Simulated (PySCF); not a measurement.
# SnSe (SMILES [Se][Sn]): levels of theory compared

Aim: a comparison of 6 runs (B3LYP/STO-3G, PBE/STO-3G, PBE0/STO-3G, CCSDT(Q)/STO-3G, QCISD(T)/STO-3G, FCI/STO-3G) of SnSe. The job is set up through a Python script.

The results are computed with PySCF 2.14.0.

2 further runs of the same task are left out: 2 set aside as unsound or not needed.

**1. The system as given**

SnSe has 2 atoms, charge 0, and is taken as a singlet. SMILES: `[Se][Sn]`. Geometry: relaxed at PBE0-D4/def2-TZVP.

Bond lengths: Se1–Sn2 2.325 Å.

**2. The energy at B3LYP/STO-3G (run 1)**

The input, run.py:

```python
from pyscf import gto, dft

molecule = gto.M(
    atom='''
Se     0.000000     0.000000     0.012340
Sn     0.000000     0.000000     4.406482
''',
    unit='bohr',
    basis='sto-3g',
    max_memory=1860,
    verbose=3,
)

mf = dft.RKS(molecule, xc='b3lyp')
mf.conv_tol = 1e-10
mf.grids.level = 5
mf.kernel()
if not mf.converged:
    mf = mf.newton().run(mf.mo_coeff, mf.mo_occ)

e_tot = mf.e_tot
print('Final energy', e_tot)
```

On the command line:

```sh
$ OMP_NUM_THREADS=1 python run.py
```

What it wrote:

```text
converged SCF energy = -8340.20027292634
Final energy -8340.20027292634
```

Wall time 2 s (1 thread of Arm Neoverse V2, shared host); peak memory 0.24 GiB.

**3. The energy at PBE/STO-3G (run 2)**

The input, run.py:

```python
# SnSe
from pyscf import gto, dft

system = gto.M(
    atom=[
    ('Se', (0.000000, -0.000000, 0.006530)),
    ('Sn', (-0.000000, 0.000000, 2.331810)),
],
    charge=0,
    spin=0,
    basis='sto-3g',
    verbose=3,
    max_memory=1860,
)

mf = dft.RKS(system, xc='pbe')
mf.grids.level = 5
mf.conv_tol = 1e-10
mf.kernel()
if not mf.converged:
    mf = mf.newton().run(mf.mo_coeff, mf.mo_occ)

energy = mf.e_tot
print('Final energy', energy)
```

On the command line:

```sh
$ OMP_NUM_THREADS=1 python run.py
```

What it wrote:

```text
converged SCF energy = -8339.19462705427
Final energy -8339.19462705427
```

It took 2 s on 1 thread of Arm Neoverse V2, shared host; peak memory 0.24 GiB.

Runs 3 to 5 aren't shown in full; the table further down has their settings and results.

**4. The energy at FCI/STO-3G (run 6)**

The input, job.py:

```python
from pyscf import gto, scf, mcscf
from pyscf import fci

mol = gto.Mole()
mol.atom = [
    ('Se', (0.000000, -0.000000, 0.006530)),
    ('Sn', (-0.000000, 0.000000, 2.331810)),
]
mol.max_memory = 1860
mol.spin = 0
mol.charge = 0
mol.verbose = 3
mol.basis = 'sto-3g'
mol.build()

mf = scf.RHF(mol)
mf.conv_tol = 1e-10
mf.kernel()
if not mf.converged:
    mf = mf.newton().run(mf.mo_coeff, mf.mo_occ)

cas = mcscf.CASCI(mf, mf.mo_coeff.shape[-1] - 27, (mol.nelec[0] - 27, mol.nelec[1] - 27))  # full CI above the frozen core
cas.fcisolver = fci.direct_spin0.FCI(mol)  # even spin states alone
cas.kernel()
print('<S^2> = %.4f' % cas.fcisolver.spin_square(cas.ci, cas.ncas, cas.nelecas)[0])
e_final = cas.e_tot
print('E = %.10f Eh' % e_final)
```

On the command line:

```sh
$ OMP_NUM_THREADS=1 python job.py
```

What it wrote:

```text
converged SCF energy = -8336.87043166723
CASCI E = -8336.95285271039  E(CI) = -248.177106799327  S^2 = 0.0000000
<S^2> = 0.0000
E = -8336.9528527104 Eh
```

It took 33 s on 1 thread of Arm Neoverse V2, shared host; peak memory 0.27 GiB.

**5. The series**

| run | level | integration grid | frozen core orbitals | energy (Eh) | dipole moment (D) of the reference | HOMO energy (eV) | LUMO energy (eV) | wall time |
| --- | --- | --- | --- | --- | --- | --- | --- | --- |
| 1 | B3LYP/STO-3G | 5 | – | -8340.200273 | 2.29 | -3.73 | 0.89 | 2 s |
| 2 | PBE/STO-3G | 5 | – | -8339.194627 | 1.96 | -2.96 | 0.29 | 2 s |
| 3 | PBE0/STO-3G | 5 | – | -8339.730574 | 2.37 | -3.98 | 1.00 | 1.9 s |
| 4 | CCSDT(Q)/STO-3G | – | 27 | -8336.953003 | 3.58 | -5.82 | 4.32 | 9 s |
| 5 | QCISD(T)/STO-3G | – | 27 | -8336.954233 | 3.58 | -5.82 | 4.32 | 0.85 s |
| 6 | FCI/STO-3G | – | 27 | -8336.952853 | 3.58 | -5.82 | 4.32 | 33 s |

**6. Results**

| quantity | value |
| --- | --- |
| run 6: total energy | -8336.95285 Eh |
| run 6: dipole moment (Hartree–Fock density) | 3.58 D |
| run 6: HOMO energy (Hartree–Fock orbitals) | -5.82 eV |
| run 6: LUMO energy (Hartree–Fock orbitals) | 4.32 eV |
| run 6: HOMO–LUMO gap (Hartree–Fock orbitals) | 10.14 eV |
| run 6: correlation energy (27 core orbitals frozen) | -82.4 mEh |

What this shows: Against full CI in this basis: CCSDT(Q) -0.2 mEh; QCISD(T) -1.4 mEh. Over runs 1, 2, 3 the dipole moment (its size) runs from 1.96 D (PBE/STO-3G) to 2.37 D (PBE0/STO-3G). Over runs 1, 2, 3 the HOMO–LUMO gap runs from 3.26 eV (PBE/STO-3G) to 4.98 eV (PBE0/STO-3G). Totals of different functionals can't be ranked against each other. In runs 1, 2, 3, 4, 5, 6 the basis is minimal, so the values are rough. In runs 1, 2, 3, 4, 5, 6 relativity is left out where basis or elements ask for it. All runs together took 49 s, the longest 33 s.
